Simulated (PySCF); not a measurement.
**C2H4BFO2: electronic excitations at several levels of theory**

How much do the electronic excitations of C2H4BFO2 (`FB1OCCO1`) depend on the level of theory, and what does each level cost?

Computed with PySCF 2.14.0, with density-fitted response routines of our own, on a single molecule in the gas phase. Atoms count from 0, in the outputs and in this text.

## 1. Starting geometry

10 atoms, charge 0, multiplicity 1; geometry from: GFN2-xTB. The atoms were then displaced at random by about 0.01 Å, so the start is not that level's minimum.

Bonds of the start (Å): F0–B1 1.29, B1–O2 1.36, O2–C3 1.45, C3–C4 1.52, C4–O5 1.43, O5–B1 1.36, C3–H6 1.10, C3–H7 1.09, C4–H8 1.07, C4–H9 1.11.

## 2. Relaxing the molecule at PBE0-D3(BJ)/def2-SVP

What the job is given:

```
{"job": {"xc": "PBE0", "basis": "def2-SVP", "d3": "d3bj", "grid": 1, "shake": 0.01, "kind": "geom"}, "charge": 0, "multiplicity": 1}
F     -1.538930     2.144570     0.786060
B     -0.827800     1.139790     0.409190
O     -1.353400    -0.101330     0.206680
C     -0.237160    -0.948710    -0.177470
C      0.983710    -0.047920    -0.200140
O      0.511320     1.243810     0.189650
H     -0.488920    -1.367240    -1.159360
H     -0.173740    -1.757460     0.548570
H      1.434000     0.039280    -1.164180
H      1.741350    -0.365730     0.539940
```

Launch:

```sh
> OMP_NUM_THREADS=1 python probes_run.py task.json out
```

The driver reads the jobs from task.json and runs them one after another.

Log:

```text
step   0  E = -353.26566918  max force = 0.030540
step   1  E = -353.26873117  max force = 0.010424
step   2  E = -353.26902236  max force = 0.003314
step   3  E = -353.26907177  max force = 0.001959
step   4  E = -353.26909334  max force = 0.000905
step   5  E = -353.26912419  max force = 0.001182
step   6  E = -353.26915629  max force = 0.001813
step   7  E = -353.26918738  max force = 0.001288
step   8  E = -353.26919733  max force = 0.000270
optimisation converged
```

It took 32 s on 1 thread of Arm Neoverse V1, shared host; peak memory 0.43 GiB.

The steps of the relaxation:

| step | energy from step 0 (eV) | largest force component (eV/Å) |
| --- | --- | --- |
| 0 | 0.0000 | 1.5704 |
| 1 | -0.0833 | 0.5360 |
| 2 | -0.0912 | 0.1704 |
| 3 | -0.0926 | 0.1007 |
| 4 | -0.0932 | 0.0465 |
| 5 | -0.0940 | 0.0608 |
| 6 | -0.0949 | 0.0932 |
| 7 | -0.0957 | 0.0662 |
| 8 | -0.0960 | 0.0139 |

Distances of close pairs at the start and the end, largest changes first:

| bond | before (Å) | after (Å) | change (Å) |
| --- | --- | --- | --- |
| O2–C3 | 1.453 | 1.416 | -0.037 |
| C4–H8 | 1.068 | 1.103 | +0.035 |
| F0–B1 | 1.287 | 1.316 | +0.028 |
| C3–C4 | 1.517 | 1.545 | +0.028 |
| C3–H7 | 1.089 | 1.103 | +0.014 |
| C4–O5 | 1.430 | 1.416 | -0.013 |
| C4–H9 | 1.106 | 1.101 | -0.005 |
| C3–H6 | 1.097 | 1.100 | +0.004 |

The next job starts from the end point, and lists it.

| at the end point | value |
| --- | --- |
| point group (found at 0.08 Å tolerance) | C2 |
| rotational constants (GHz, main isotopes) | 7.750, 3.441, 2.462 |
| dipole moment (D) | 3.28 |

## 3. TDDFT and polarisability: PBE0/def2-TZVP

What the job is given:

```
{"job": {"kind": "uv", "xc": "PBE0", "basis": "def2-TZVP"}, "charge": 0, "multiplicity": 1}
F     -1.643041     2.321390     0.498540
B     -0.957752     1.220101     0.279027
O     -1.550165     0.041747    -0.052275
C     -0.525107    -0.933263    -0.121977
C      0.792729    -0.132589    -0.021743
O      0.398314     1.170765     0.367886
H     -0.608890    -1.495200    -1.064469
H     -0.644893    -1.645426     0.711225
H      1.321018    -0.077930    -0.988152
H      1.488185    -0.549424     0.722368
```

Level: TDDFT PBE0/def2-TZVP, vertical, gas phase, core orbitals frozen in the response.

Log:

```text
coarse grid: 9000 points
cycle   1  E = -353.5525351854  dE =  9.902e-01  |g| = 8.539e-01  |ddm| = 2.475e+00
cycle   2  E = -353.4290444990  dE =  1.235e-01  |g| = 1.221e+00  |ddm| = 1.170e+00
cycle   3  E = -353.6729183378  dE = -2.439e-01  |g| = 6.359e-02  |ddm| = 7.319e-01
cycle   4  E = -353.6734079181  dE = -4.896e-04  |g| = 4.136e-02  |ddm| = 4.922e-02
cycle   5  E = -353.6736767016  dE = -2.688e-04  |g| = 7.897e-03  |ddm| = 2.130e-02
cycle   6  E = -353.6736850189  dE = -8.317e-06  |g| = 2.258e-03  |ddm| = 4.781e-03
final grid: 89136 points
cycle   7  E = -353.6726250354  dE = -1.079e-04  |g| = 1.107e-02  |ddm| = 5.620e-02
cycle   8  E = -353.6725999323  dE =  2.510e-05  |g| = 1.656e-02  |ddm| = 1.194e-02
cycle   9  E = -353.6726440913  dE = -4.416e-05  |g| = 5.949e-04  |ddm| = 7.770e-03
cycle  10  E = -353.6726441511  dE = -5.977e-08  |g| = 2.269e-04  |ddm| = 6.129e-04
cycle  11  E = -353.6726441619  dE = -1.079e-08  |g| = 7.047e-05  |ddm| = 2.031e-04
cycle  12  E = -353.6726441628  dE = -8.833e-10  |g| = 1.802e-05  |ddm| = 4.846e-05
converged SCF energy = -353.6726441628

Static polarisability (au): isotropic 39.757, principal 33.474 39.454 46.345

Singlet excitations
state   eV       nm        f      main configurations
  1   7.4662    166.1   0.00002   H->L 0.98
  2   8.3290    148.9   0.00001   H->L+1 0.97
  3   8.6052    144.1   0.05388   H->L+2 0.97
  4   9.0531    137.0   0.02024   H-1->L 0.97
  5   9.0925    136.4   0.00514   H-2->L 0.79, H->L+3 0.17
  6   9.3754    132.2   0.04079   H->L+3 0.69, H->L+4 0.13, H-2->L 0.12
  7   9.4809    130.8   0.02258   H->L+4 0.57, H-3->L 0.26, H->L+3 0.11
  8   9.5941    129.2   0.02944   H-3->L 0.67, H->L+4 0.26
  9   9.8307    126.1   0.00018   H->L+5 0.95
 10   9.9490    124.6   0.00696   H-1->L+1 0.96

Triplet excitations (Tamm-Dancoff, eV): 7.2129 7.9184 8.0246 8.6415
```

Run time: 26 s. Hardware: 1 thread of Arm Neoverse V1, shared host; peak memory 0.83 GiB.

Frontier orbitals and where they lie:

| orbital | eV | atoms |
| --- | --- | --- |
| HOMO−3 | -10.37 | O2 41 %, O5 41 %, B1 10 % |
| HOMO−2 | -10.01 | O2 24 %, O5 24 %, B1 14 % |
| HOMO−1 | -9.92 | C3 26 %, C4 26 %, O5 17 % |
| HOMO | -8.34 | O5 26 %, O2 26 %, C4 10 % |
| LUMO | 0.65 | B1 38 %, C4 14 %, C3 14 % |
| LUMO+1 | 1.38 | C4 20 %, C3 20 %, B1 16 % |
| LUMO+2 | 1.58 | B1 46 %, H7 9 %, H8 8 % |

With each of the 10 states as a Gaussian band of 0.4 eV half-width at 1/e, the curve within the window shown has maxima at 132 nm (ε 4,100) L/(mol cm). Beyond the last state computed it falls off for lack of states. The curve at chosen wavelengths:

```json
{"nm": "121", "ε (L/mol/cm)": "282"}
{"nm": "123", "ε (L/mol/cm)": "695"}
{"nm": "126", "ε (L/mol/cm)": "1932"}
{"nm": "128", "ε (L/mol/cm)": "3002"}
{"nm": "130", "ε (L/mol/cm)": "3820"}
{"nm": "133", "ε (L/mol/cm)": "3943"}
{"nm": "135", "ε (L/mol/cm)": "3475"}
{"nm": "138", "ε (L/mol/cm)": "2830"}
{"nm": "140", "ε (L/mol/cm)": "2688"}
{"nm": "142", "ε (L/mol/cm)": "2659"}
{"nm": "145", "ε (L/mol/cm)": "2378"}
{"nm": "147", "ε (L/mol/cm)": "1922"}
{"nm": "149", "ε (L/mol/cm)": "1361"}
{"nm": "152", "ε (L/mol/cm)": "633"}
{"nm": "154", "ε (L/mol/cm)": "325"}
{"nm": "156", "ε (L/mol/cm)": "149"}
{"nm": "159", "ε (L/mol/cm)": "38"}
{"nm": "161", "ε (L/mol/cm)": "14"}
{"nm": "163", "ε (L/mol/cm)": "5"}
{"nm": "166", "ε (L/mol/cm)": "2"}
{"nm": "168", "ε (L/mol/cm)": "1"}
{"nm": "171", "ε (L/mol/cm)": "1"}
{"nm": "173", "ε (L/mol/cm)": "0"}
{"nm": "175", "ε (L/mol/cm)": "0"}
{"nm": "178", "ε (L/mol/cm)": "0"}
{"nm": "180", "ε (L/mol/cm)": "0"}
```

Ground-state properties from the same run:

| property | computed |
| --- | --- |
| dipole moment (D) | 3.20 |
| polarisability (Å³) | 5.89 |
| HOMO–LUMO gap (eV) | 8.99 |
| −ε(HOMO) (eV) | 8.34 |

## 4. Ultraviolet spectrum: PBE0/aug-cc-pVDZ

Settings changed since step 3:

```diff
@@ -1,2 +1,2 @@
-{"job": {"kind": "uv", "xc": "PBE0", "basis": "def2-TZVP"}, "charge": 0, "multiplicity": 1}
+{"job": {"kind": "uv", "xc": "PBE0", "basis": "aug-cc-pVDZ"}, "charge": 0, "multiplicity": 1}
 F     -1.643041     2.321390     0.498540
```

With the program's defaults for keys left out, this is: TDDFT PBE0/aug-cc-pVDZ, vertical, gas phase, core orbitals frozen in the response.

Log:

```text
coarse grid: 9000 points
cycle   1  E = -353.4509278600  dE =  1.013e+00  |g| = 7.881e-01  |ddm| = 7.319e+00
cycle   2  E = -353.3377245196  dE =  1.132e-01  |g| = 1.125e+00  |ddm| = 2.485e+00
cycle   3  E = -353.5622736344  dE = -2.245e-01  |g| = 6.055e-02  |ddm| = 1.404e+00
cycle   4  E = -353.5627786013  dE = -5.050e-04  |g| = 3.602e-02  |ddm| = 1.343e-01
cycle   5  E = -353.5629954037  dE = -2.168e-04  |g| = 6.905e-03  |ddm| = 5.151e-02
cycle   6  E = -353.5630026138  dE = -7.210e-06  |g| = 2.043e-03  |ddm| = 1.346e-02
final grid: 89136 points
cycle   7  E = -353.5690234328  dE = -3.875e-05  |g| = 8.897e-03  |ddm| = 1.359e-01
cycle   8  E = -353.5690061351  dE =  1.730e-05  |g| = 1.331e-02  |ddm| = 3.020e-02
cycle   9  E = -353.5690379882  dE = -3.185e-05  |g| = 5.632e-04  |ddm| = 1.655e-02
cycle  10  E = -353.5690380574  dE = -6.915e-08  |g| = 2.068e-04  |ddm| = 1.515e-03
cycle  11  E = -353.5690380659  dE = -8.499e-09  |g| = 5.532e-05  |ddm| = 3.800e-04
cycle  12  E = -353.5690380664  dE = -4.952e-10  |g| = 1.947e-05  |ddm| = 1.061e-04
converged SCF energy = -353.5690380664

Static polarisability (au): isotropic 41.816, principal 35.019 41.910 48.519

Singlet excitations
state   eV       nm        f      main configurations
  1   6.9564    178.2   0.00002   H->L 0.89
  2   7.3856    167.9   0.00000   H->L+1 0.88, H->L 0.09
  3   7.6787    161.5   0.02448   H->L+2 0.98
  4   7.8978    157.0   0.00988   H->L+3 0.96
  5   8.5945    144.3   0.02264   H-1->L 0.89
  6   8.6699    143.0   0.00001   H->L+4 0.88
  7   8.6793    142.9   0.00160   H-2->L 0.70, H-2->L+1 0.17
  8   8.8021    140.9   0.00184   H->L+5 0.88
  9   8.8539    140.0   0.02366   H->L+6 0.89
 10   8.8831    139.6   0.02913   H->L+7 0.80, H-2->L 0.14

Triplet excitations (Tamm-Dancoff, eV): 6.8041 7.2016 7.4552 7.7941
```

It took 21 s on 1 thread of Arm Neoverse V1, shared host; peak memory 0.79 GiB.

This run: HOMO -8.34 eV, LUMO -0.20 eV; lowest singlet 6.96 eV.

## 5. Excited states and response: PBE0/def2-TZVPD

Settings changed since step 4:

```diff
@@ -1,2 +1,2 @@
-{"job": {"kind": "uv", "xc": "PBE0", "basis": "aug-cc-pVDZ"}, "charge": 0, "multiplicity": 1}
+{"job": {"kind": "uv", "xc": "PBE0", "basis": "def2-TZVPD"}, "charge": 0, "multiplicity": 1}
 F     -1.643041     2.321390     0.498540
```

With the program's defaults for keys left out, this is: TDDFT PBE0/def2-TZVPD, vertical, gas phase, core orbitals frozen in the response.

Log:

```text
coarse grid: 9000 points
cycle   1  E = -353.5538950574  dE =  9.909e-01  |g| = 8.540e-01  |ddm| = 2.703e+00
cycle   2  E = -353.4263343010  dE =  1.276e-01  |g| = 1.230e+00  |ddm| = 1.494e+00
cycle   3  E = -353.6743611086  dE = -2.480e-01  |g| = 6.389e-02  |ddm| = 7.559e-01
cycle   4  E = -353.6748468693  dE = -4.858e-04  |g| = 4.188e-02  |ddm| = 7.690e-02
cycle   5  E = -353.6751201312  dE = -2.733e-04  |g| = 8.095e-03  |ddm| = 2.878e-02
cycle   6  E = -353.6751288923  dE = -8.761e-06  |g| = 2.226e-03  |ddm| = 9.303e-03
final grid: 89136 points
cycle   7  E = -353.6740831628  dE = -1.113e-04  |g| = 1.102e-02  |ddm| = 1.966e-01
cycle   8  E = -353.6740580500  dE =  2.511e-05  |g| = 1.653e-02  |ddm| = 1.519e-02
cycle   9  E = -353.6741020508  dE = -4.400e-05  |g| = 6.213e-04  |ddm| = 8.708e-03
cycle  10  E = -353.6741021168  dE = -6.603e-08  |g| = 2.392e-04  |ddm| = 8.344e-04
cycle  11  E = -353.6741021289  dE = -1.201e-08  |g| = 7.179e-05  |ddm| = 3.011e-04
cycle  12  E = -353.6741021298  dE = -9.043e-10  |g| = 1.940e-05  |ddm| = 7.446e-05
converged SCF energy = -353.6741021298

Static polarisability (au): isotropic 41.887, principal 35.313 41.970 48.379

Singlet excitations
state   eV       nm        f      main configurations
  1   7.0648    175.5   0.00001   H->L 0.96
  2   7.6478    162.1   0.00001   H->L+1 0.96
  3   8.1404    152.3   0.03717   H->L+2 0.87, H->L+3 0.11
  4   8.2718    149.9   0.00758   H->L+3 0.84, H->L+2 0.09
  5   8.6532    143.3   0.01795   H-1->L 0.95
  6   8.7778    141.2   0.00361   H-2->L 0.86
  7   9.0199    137.5   0.00016   H->L+4 0.93
  8   9.1138    136.0   0.02117   H-3->L 0.69, H->L+5 0.19
  9   9.1929    134.9   0.02391   H->L+5 0.53, H-3->L 0.23, H->L+7 0.08
 10   9.2388    134.2   0.00549   H-1->L+1 0.94

Triplet excitations (Tamm-Dancoff, eV): 6.8882 7.4480 7.7395 8.0993
```

Run time: 40 s. Hardware: 1 thread of Arm Neoverse V1, shared host; peak memory 0.98 GiB.

In short: HOMO -8.37 eV, LUMO 0.00 eV; lowest singlet 7.06 eV.

## 6. TDDFT and polarisability: PBE0/6-31+G*

Settings changed since step 5:

```diff
@@ -1,2 +1,2 @@
-{"job": {"kind": "uv", "xc": "PBE0", "basis": "def2-TZVPD"}, "charge": 0, "multiplicity": 1}
+{"job": {"kind": "uv", "xc": "PBE0", "basis": "6-31+G*"}, "charge": 0, "multiplicity": 1}
 F     -1.643041     2.321390     0.498540
```

With the program's defaults for keys left out, this is: TDDFT PBE0/6-31+G*, vertical, gas phase, core orbitals frozen in the response.

Log:

```text
coarse grid: 9000 points
cycle   1  E = -353.4611834442  dE =  9.995e-01  |g| = 7.736e-01  |ddm| = 3.087e+00
cycle   2  E = -353.3559349278  dE =  1.052e-01  |g| = 1.095e+00  |ddm| = 1.504e+00
cycle   3  E = -353.5701602922  dE = -2.142e-01  |g| = 5.716e-02  |ddm| = 8.591e-01
cycle   4  E = -353.5706053300  dE = -4.450e-04  |g| = 3.472e-02  |ddm| = 5.864e-02
cycle   5  E = -353.5708054229  dE = -2.001e-04  |g| = 6.374e-03  |ddm| = 2.560e-02
cycle   6  E = -353.5708115981  dE = -6.175e-06  |g| = 1.939e-03  |ddm| = 5.904e-03
final grid: 89136 points
cycle   7  E = -353.5360794574  dE = -2.373e-05  |g| = 8.956e-03  |ddm| = 4.010e-02
cycle   8  E = -353.5360622946  dE =  1.716e-05  |g| = 1.327e-02  |ddm| = 1.526e-02
cycle   9  E = -353.5360945264  dE = -3.223e-05  |g| = 5.739e-04  |ddm| = 9.183e-03
cycle  10  E = -353.5360945984  dE = -7.205e-08  |g| = 1.856e-04  |ddm| = 7.303e-04
cycle  11  E = -353.5360946046  dE = -6.228e-09  |g| = 5.439e-05  |ddm| = 1.899e-04
cycle  12  E = -353.5360946051  dE = -4.720e-10  |g| = 1.536e-05  |ddm| = 5.214e-05
converged SCF energy = -353.5360946051

Static polarisability (au): isotropic 38.456, principal 32.360 38.142 44.867

Singlet excitations
state   eV       nm        f      main configurations
  1   7.1662    173.0   0.00000   H->L 0.90
  2   7.5761    163.7   0.00000   H->L+1 0.90, H->L 0.08
  3   8.0174    154.6   0.03186   H->L+2 0.97
  4   8.2563    150.2   0.00680   H->L+3 0.94
  5   8.7840    141.1   0.02309   H-1->L 0.89
  6   8.8404    140.2   0.00568   H-2->L 0.74, H-2->L+1 0.15
  7   8.9893    137.9   0.00012   H->L+4 0.92
  8   9.1788    135.1   0.00535   H-1->L+1 0.89, H-1->L 0.08
  9   9.1907    134.9   0.03792   H-3->L 0.77, H-3->L+1 0.11
 10   9.2339    134.3   0.03731   H->L+5 0.40, H-2->L+1 0.37, H-2->L 0.16

Triplet excitations (Tamm-Dancoff, eV): 6.9881 7.4039 7.6608 8.1155
```

Run time: 12 s. Hardware: 1 thread of Arm Neoverse V1, shared host; peak memory 0.6 GiB.

This run: HOMO -8.40 eV, LUMO 0.07 eV; lowest singlet 7.17 eV.

## 7. Side by side: electronic excitations

Excitations and ground-state properties, with basis size and wall time:

| run | lowest singlet (eV) | brightest (eV) | f | gap (eV) | α (Å³) | μ (D) | functions | time |
| --- | --- | --- | --- | --- | --- | --- | --- | --- |
| PBE0/def2-TZVP | 7.47 | 8.61 | 0.054 | 8.99 | 5.89 | 3.20 | 210 | 26 s |
| PBE0/aug-cc-pVDZ | 6.96 | 8.88 | 0.029 | 8.13 | 6.20 | 3.21 | 174 | 21 s |
| PBE0/def2-TZVPD | 7.06 | 8.14 | 0.037 | 8.36 | 6.21 | 3.19 | 267 | 40 s |
| PBE0/6-31+G* | 7.17 | 9.19 | 0.038 | 8.47 | 5.70 | 3.45 | 116 | 12 s |

## 8. Summary of results

| quantity | value |
| --- | --- |
| point group | C2 |
| rotational constants (main isotopes) | 7.75, 3.44, 2.46 GHz |
| lowest singlet (PBE0/def2-TZVP) | 7.47 eV (166 nm), f = 0.000 |
| brightest single state of those computed | state 3, 8.61 eV, f = 0.054 |
| lowest triplet | 7.21 eV |
| range of the lowest singlet | 6.96 to 7.47 eV |

What this shows: Single values in the summary come from the first run of each kind that ended normally (PBE0/def2-TZVP), which need not be the best level. Relaxing lowered the energy by 0.096 eV in 8 steps; the close pair that moved most is O2–C3, from 1.453 to 1.416 Å. No frequency check was run at this level, so the end point may be a saddle. The lowest singlet, at 7.47 eV, is HOMO→LUMO 0.98 and is dark; of the 10 states computed, the strongest absorption comes from state 3 at 8.61 eV. The lowest triplet lies 0.25 eV below the lowest singlet (triplets in Tamm-Dancoff, singlets in full TDDFT). States above −ε(HOMO) lie where TDDFT describes them poorly and they hang on the basis; the brightest is among them. The basis of PBE0/def2-TZVP has no diffuse functions, so Rydberg states are missing and the high states are unreliable. The lowest singlet runs from 6.96 eV (PBE0/aug-cc-pVDZ) to 7.47 eV (PBE0/def2-TZVP), while the orbital gap spans 8.13 to 8.99 eV. The lowest state need not be the same one in every run.
